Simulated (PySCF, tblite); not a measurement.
# ClGeH₅O₂Si, a small molecule taken as a stand-in for a surface group (Ge site with back bonds [SiH3], O, O): NMR shifts, core binding energies and electronic excitations, part 2 of 2

tblite 0.8.0 and PySCF 2.14.0. Atoms count from 0, parts from 1. The steps go on from the part before.

## 5. X-ray photoelectron lines: SCAN, X2C

The job: settings as JSON, then the geometry in Å.

```
{"job": {"kind": "xps", "holes": 5}, "charge": 0, "multiplicity": 1}
Ge     0.367078     0.472073    -0.087127
Si    -1.312763    -1.181150     0.175058
O      1.804751     0.267296     0.928159
O      0.887222     0.480513    -1.772944
Cl    -0.396047     2.442078     0.449718
H     -0.705750    -2.529510    -0.013407
H     -2.376169    -0.934778    -0.839107
H     -1.866642    -1.045211     1.552486
H      1.940840     1.019514     1.516038
H      1.699601     0.984152    -1.906834
```

With the program's defaults for keys left out, this is: delta-SCF UKS SCAN, pcX-2 on the ionised atom, pcseg-1 elsewhere, spin-free X2C.

The log of the run:

```text
ground state, core basis on atom 1 (Si), 158 functions
  cycle   1  E = -2998.96278665  |g| = 9.60e-01
  cycle   2  E = -2998.28454222  |g| = 2.03e+00
  cycle   3  E = -2999.13464604  |g| = 1.93e-01
  cycle   4  E = -2999.14438262  |g| = 8.86e-02
  cycle   5  E = -2999.14687058  |g| = 2.40e-02
  cycle   6  E = -2999.14701982  |g| = 8.13e-03
  cycle   7  E = -2999.14702961  |g| = 3.98e-03
  cycle   8  E = -2999.14703307  |g| = 6.73e-04
  cycle   9  E = -2999.14703333  |g| = 1.17e-04
  E(ground) = -2999.27931410 Eh
hole in Si 2p of atom 1
  cycle   1  E = -2994.85305025  |g| = 1.23e+00
  cycle   2  E = -2994.63308715  |g| = 1.15e+00
  cycle   3  E = -2995.10208894  |g| = 3.84e-01
  cycle   4  E = -2995.17327930  |g| = 1.69e-01
  cycle   5  E = -2995.18087366  |g| = 7.88e-02
  cycle   6  E = -2995.18397321  |g| = 2.60e-02
  cycle   7  E = -2995.18433881  |g| = 6.95e-03
  cycle   8  E = -2995.18435056  |g| = 4.60e-03
  cycle   9  E = -2995.18436390  |g| = 1.10e-03
  cycle  10  E = -2995.18436429  |g| = 2.16e-04
  E(ion) = -2995.32780194 Eh   <S^2> = 0.7531   hole on atom = 1.002   binding energy = 107.526 eV
  2p3/2 = 107.297 eV   2p1/2 = 107.921 eV
ground state, core basis on atom 2 (O), 147 functions
  cycle   1  E = -2999.08848110  |g| = 1.01e-01
  cycle   2  E = -2999.08737838  |g| = 9.07e-02
  cycle   3  E = -2999.08807407  |g| = 6.76e-02
  cycle   4  E = -2999.08889865  |g| = 7.33e-03
  cycle   5  E = -2999.08891431  |g| = 2.90e-03
  cycle   6  E = -2999.08891398  |g| = 4.74e-04
  E(ground) = -2999.25975203 Eh
hole in O 1s of atom 2
  cycle   1  E = -2978.47343423  |g| = 2.22e+00
  cycle   2  E = -2977.66249291  |g| = 2.35e+00
  cycle   3  E = -2979.15231869  |g| = 5.64e-01
  cycle   4  E = -2979.19421486  |g| = 4.65e-01
  cycle   5  E = -2979.30152716  |g| = 1.12e-01
  cycle   6  E = -2979.30476460  |g| = 6.22e-02
  cycle   7  E = -2979.30673564  |g| = 1.29e-02
  cycle   8  E = -2979.30684069  |g| = 3.03e-03
  cycle   9  E = -2979.30684629  |g| = 7.50e-04
  cycle  10  E = -2979.30684675  |g| = 3.62e-04
  E(ion) = -2979.47789199 Eh   <S^2> = 0.7629   hole on atom = 1.000   binding energy = 538.292 eV
ground state, core basis on atom 3 (O), 147 functions
  cycle   1  E = -2999.08612193  |g| = 1.24e-01
  cycle   2  E = -2999.08113232  |g| = 1.82e-01
  cycle   3  E = -2999.08704636  |g| = 4.82e-02
  cycle   4  E = -2999.08746395  |g| = 1.15e-02
  cycle   5  E = -2999.08748781  |g| = 3.20e-03
  cycle   6  E = -2999.08749223  |g| = 6.28e-04
  cycle   7  E = -2999.08748925  |g| = 1.17e-04
  E(ground) = -2999.25974963 Eh
hole in O 1s of atom 3
  cycle   1  E = -2978.47238061  |g| = 2.22e+00
  cycle   2  E = -2977.75843118  |g| = 2.31e+00
  cycle   3  E = -2979.17304460  |g| = 5.53e-01
  cycle   4  E = -2979.19509140  |g| = 4.92e-01
  cycle   5  E = -2979.29821724  |g| = 1.25e-01
  cycle   6  E = -2979.30343559  |g| = 5.68e-02
  cycle   7  E = -2979.30535478  |g| = 1.05e-02
  cycle   8  E = -2979.30542407  |g| = 2.84e-03
  cycle   9  E = -2979.30543148  |g| = 7.76e-04
  cycle  10  E = -2979.30542970  |g| = 2.86e-04
  E(ion) = -2979.47854724 Eh   <S^2> = 0.7632   hole on atom = 1.000   binding energy = 538.274 eV
ground state, core basis on atom 4 (Cl), 158 functions
  cycle   1  E = -2999.23941149  |g| = 4.91e-01
  cycle   2  E = -2999.23599958  |g| = 1.61e-01
  cycle   3  E = -2999.22581125  |g| = 2.75e-01
  cycle   4  E = -2999.24072486  |g| = 1.79e-02
  cycle   5  E = -2999.24077604  |g| = 9.87e-03
  cycle   6  E = -2999.24079547  |g| = 1.86e-03
  cycle   7  E = -2999.24079308  |g| = 5.92e-04
  cycle   8  E = -2999.24079332  |g| = 2.20e-04
  E(ground) = -2999.39819225 Eh
hole in Cl 2p of atom 4
  cycle   1  E = -2991.18316684  |g| = 1.71e+00
  cycle   2  E = -2991.16890506  |g| = 1.29e+00
  cycle   3  E = -2991.55635779  |g| = 4.75e-01
  cycle   4  E = -2991.63942177  |g| = 2.29e-01
  cycle   5  E = -2991.65813519  |g| = 4.78e-02
  cycle   6  E = -2991.65942608  |g| = 1.95e-02
  cycle   7  E = -2991.65953265  |g| = 1.45e-02
  cycle   8  E = -2991.65961651  |g| = 2.51e-03
  cycle   9  E = -2991.65962047  |g| = 5.21e-04
  cycle  10  E = -2991.65962042  |g| = 1.15e-04
  E(ion) = -2991.82606930 Eh   <S^2> = 0.7523   hole on atom = 1.001   binding energy = 206.048 eV
  2p3/2 = 205.467 eV   2p1/2 = 207.121 eV
```

Run time: 24 s. Hardware: 1 thread of Arm Neoverse V1, shared host; peak memory 0.54 GiB.

The holes in one table. −ε is the ground-state orbital energy:

```csv
hole,stands for,environment,ΔSCF (eV; 2p as the shell's mean),−ε (eV),⟨S²⟩
Si2p on Si1,Si1,"silicon bonded to Ge, 3 H",107.51,96.9,0.753
O1s on O2,O2,"oxygen bonded to Ge, H",538.29,517.0,0.763
O1s on O3,O3,"oxygen bonded to Ge, H",538.27,517.0,0.763
Cl2p on Cl4,Cl4,chlorine bonded to Ge,206.02,193.2,0.752
```

With the spin-orbit splitting: Si1 2p3/2 107.30, 2p1/2 107.92 eV; Cl4 2p3/2 205.47, 2p1/2 207.12 eV. The table gives each 2p level as the mean over the whole 2p shell (two parts 2p3/2, one part 2p1/2), which differs a little from the single hole in the log.

## 6. Ultraviolet spectrum: CAM-B3LYP/def2-SVPD

Settings changed since step 5:

```diff
@@ -1,2 +1,2 @@
-{"job": {"kind": "xps", "holes": 5}, "charge": 0, "multiplicity": 1}
+{"job": {"kind": "uv", "xc": "CAM-B3LYP", "basis": "def2-SVPD", "nstates": 6, "ntriplets": 2, "ip": true}, "charge": 0, "multiplicity": 1}
 Ge     0.367078     0.472073    -0.087127
```

Method: TDDFT CAM-B3LYP/def2-SVPD, vertical, gas phase, core orbitals frozen in the response.

The log of the run:

```text
coarse grid: 42864 points
cycle   1  E = -2979.5453761365  dE = -3.250e-01  |g| = 1.049e+00  |ddm| = 3.571e+00
cycle   2  E = -2979.3597524173  dE =  1.856e-01  |g| = 1.489e+00  |ddm| = 2.632e+00
cycle   3  E = -2979.7504073592  dE = -3.907e-01  |g| = 9.580e-02  |ddm| = 1.464e+00
cycle   4  E = -2979.7523039022  dE = -1.897e-03  |g| = 4.324e-02  |ddm| = 1.770e-01
cycle   5  E = -2979.7526793444  dE = -3.754e-04  |g| = 7.393e-03  |ddm| = 5.561e-02
cycle   6  E = -2979.7526906272  dE = -1.128e-05  |g| = 2.647e-03  |ddm| = 1.484e-02
cycle   7  E = -2979.7526920502  dE = -1.423e-06  |g| = 6.513e-04  |ddm| = 4.233e-03
final grid: 85992 points
cycle   8  E = -2979.7526983263  dE = -5.080e-08  |g| = 7.744e-04  |ddm| = 2.325e-03
cycle   9  E = -2979.7526982191  dE =  1.071e-07  |g| = 1.109e-03  |ddm| = 1.627e-03
cycle  10  E = -2979.7526984486  dE = -2.295e-07  |g| = 7.026e-05  |ddm| = 9.186e-04
cycle  11  E = -2979.7526984499  dE = -1.345e-09  |g| = 1.577e-05  |ddm| = 1.100e-04
cycle  12  E = -2979.7526984501  dE = -1.510e-10  |g| = 9.161e-06  |ddm| = 5.252e-05
converged SCF energy = -2979.7526984501

Static polarisability (au): isotropic 81.465, principal 72.017 78.842 93.538

Singlet excitations
state   eV       nm        f      main configurations
  1   7.1344    173.8   0.29893   H->L 0.66, H->L+1 0.18
  2   7.2404    171.2   0.03460   H->L+1 0.37, H-1->L 0.23, H->L 0.15
  3   7.3603    168.4   0.02947   H-1->L 0.39, H->L+2 0.24, H-2->L 0.09
  4   7.5943    163.3   0.04953   H->L+2 0.43, H->L+1 0.14, H-1->L 0.08
  5   7.6803    161.4   0.07804   H-2->L 0.45, H-2->L+1 0.22, H->L+2 0.10
  6   7.9128    156.7   0.05828   H-1->L+1 0.23, H-3->L 0.17, H-1->L+2 0.10

Triplet excitations (Tamm-Dancoff, eV): 6.2585 6.5763
Vertical ionisation energy (delta-SCF) = 10.7674 eV
```

It took 2.7 min on 1 thread of Arm Neoverse V1, shared host; peak memory 0.94 GiB.

The orbitals next to the gap, with their largest atomic shares:

```csv
orbital,eV,atoms
HOMO−3,-11.15,"O2 37 %, O3 29 %, Cl4 19 %"
HOMO−2,-10.68,"Cl4 60 %, O2 25 %, O3 7 %"
HOMO−1,-10.53,"Cl4 70 %, O3 22 %"
HOMO,-9.96,"Cl4 26 %, Si1 21 %, Ge0 18 %"
LUMO,0.17,"Ge0 24 %, Si1 21 %, Cl4 18 %"
LUMO+1,0.57,"Ge0 26 %, Si1 23 %, Cl4 16 %"
LUMO+2,0.79,"Si1 27 %, Ge0 21 %, O3 13 %"
```

With each of the 6 states as a Gaussian band of 0.4 eV half-width at 1/e, the curve within the window shown has maxima at 172 nm (ε 16,000) L/(mol cm). Beyond the last state computed it falls off for lack of states. The curve at chosen wavelengths:

nm, ε (L/mol/cm) and a bar:
```
      151       2090 #
      153       3368 ####
      154       4099 #####
      156       5647 ########
      157       6426 ##########
      159       7929 #############
      160       8649 ###############
      162      10061 ##################
      163      10775 ###################
      165      12253 ######################
      166      13003 ########################
      168      14414 ###########################
      169      15001 ############################
      171      15732 ##############################
      172      15805 ##############################
      174      15270 #############################
      175      14664 ############################
      177      12890 ########################
      178      11796 #####################
      180       9420 ################
      181       8223 ##############
      183       5990 #########
      184       5002 #######
      186       3345 ####
      187       2681 ##
      189       1657
```

Ground-state properties from the same run:

```csv
property,computed
dipole moment (D),0.95
polarisability (Å³),12.07
HOMO–LUMO gap (eV),10.13
−ε(HOMO) (eV),9.96
```

## 7. What came out

This closing draws on all 2 parts.

| quantity | value |
| --- | --- |
| point group | C1 |
| rotational constants (main isotopes) | 2.41, 1.61, 1.34 GHz |
| ¹H shifts against TMS (PBE0/pcSseg-2) | 3.89, 3.87, 3.72, 1.73, 1.52 ppm |
| ⁷³Ge shifts against GeMe4 (PBE0/pcSseg-2) | 67 ppm |
| ²⁹Si shifts against TMS (PBE0/pcSseg-2) | -100.8 ppm |
| ¹⁷O shifts against H2O (PBE0/pcSseg-2) | 87.2, 86.0 ppm |
| ³⁵Cl shifts against HCl (PBE0/pcSseg-2) | 118 ppm |
| O1s binding energies, SCAN/pcX-2 | O2 538.29, O3 538.27 eV |
| Si2p binding energies, SCAN/pcX-2 | Si1 107.51 eV |
| Cl2p binding energies, SCAN/pcX-2 | Cl4 206.02 eV |
| lowest singlet (CAM-B3LYP/def2-SVPD) | 7.13 eV (174 nm), f = 0.299 |
| lowest triplet | 6.26 eV |
| vertical ionisation energy (ΔSCF) | 10.77 eV |

The start of the PBE0/def2-SVP relaxation was shaken at random by about 0.01 Å, so part of the energy gained, and of the first lengths quoted, undoes that. Over 14 steps the energy fell by 0.266 eV; of the close pairs, O3–H9 changed most, 0.920 to 0.965 Å (PBE0/def2-SVP). No frequency check was run at this level, so the end point may be a saddle. Hydrogens of an XH3 group are listed apart at this fixed geometry; free rotation makes them one line at their mean. At PBE0/pcSseg-2: The largest span, 356 ppm, is at Cl4, where the paramagnetic term is -326 ppm. At SCAN/pcX-2: the O1s levels computed lie within 0.02 eV of one another, too close to rank. The first singlet state (HOMO→LUMO 0.66, HOMO→LUMO+1 0.18) lies at 7.13 eV and is bright. The lowest triplet lies 0.88 eV below the lowest singlet (triplets in Tamm-Dancoff, singlets in full TDDFT). The orbital energy would give 9.96 eV for ionisation, ΔSCF gives 10.77 eV. Spin-orbit coupling is left out, which matters for shieldings and couplings at and beside the heavy atoms.
